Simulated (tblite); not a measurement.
# C17H28: the cost of one run

Programs: tblite 0.8.0 and PySCF 2.14.0, with routines of our own; each step states its level. All values are computed. Atoms count from 0.

## Step 1: The starting structure

45 atoms, charge 0, multiplicity 1; geometry from: force field, distance geometry or constructed start.

## Step 2: Relaxing the molecule with GFN2-xTB

Job settings and geometry (Å):

```
{"job": {"kind": "relax", "xc": "GFN2-xTB", "basis": "xTB"}, "charge": 0, "multiplicity": 1}
C     -2.265100    -0.147400     1.325600
C     -2.273200    -0.143000    -0.224300
C     -2.264800     1.308300    -0.731200
C     -3.531800     2.043100     1.321000
C     -3.532100     2.037500    -0.214000
C     -2.273300     1.310100     1.839400
C      4.035700    -0.872000    -0.735500
C      1.516700    -0.871000    -0.730700
C      2.777200    -3.060200    -0.732600
C     -1.011700    -0.874500    -0.730600
C      2.772400    -0.146800    -0.219500
C      4.033100    -2.332000    -0.217400
C      0.248800    -0.144900    -0.212400
C      1.515500    -2.330600    -0.220100
C      0.250000     1.315700    -0.732000
C     -1.010800     2.039300     1.333500
C     -1.008500     2.040600    -0.216500
H     -3.161100    -0.662900     1.689500
H     -1.380600    -0.657700     1.693000
H     -3.157200    -0.658600    -0.578000
H     -2.272300     1.314400    -1.820700
H     -3.532000     3.067900     1.690300
H     -4.417700     1.529500     1.697100
H     -3.535300     3.062100    -0.582200
H     -4.420600     1.527500    -0.579800
H     -2.276100     1.309700     2.934500
H      4.036300    -0.871400    -1.822900
H      4.925000    -0.359300    -0.367700
H      1.513900    -0.873300    -1.824200
H      2.775600    -3.057700    -1.818800
H      2.778100    -4.085100    -0.370000
H     -1.010800    -0.872400    -1.822000
H     -1.009900    -1.901300    -0.370800
H      2.776600    -0.146900     0.876300
H      2.775700     0.883800    -0.584000
H      4.926100    -2.841600    -0.583600
H      4.034800    -2.329900     0.868500
H      0.253100    -0.143100     0.870000
H      0.624500    -2.847700    -0.580800
H      1.508500    -2.326600     0.873800
H      0.252100     1.308300    -1.818400
H      1.148100     1.818800    -0.365200
H     -1.004000     3.067400     1.686900
H     -0.116300     1.524400     1.688700
H     -1.012600     3.068100    -0.578300
```

Started as:

```bash
> OMP_NUM_THREADS=1 python large_run.py task.json out
```

One launch serves the whole session: the jobs run in the order shown.

**Question.** How long does this run take on 1 thread of Arm Neoverse N1, shared host?

About 2.1 s.
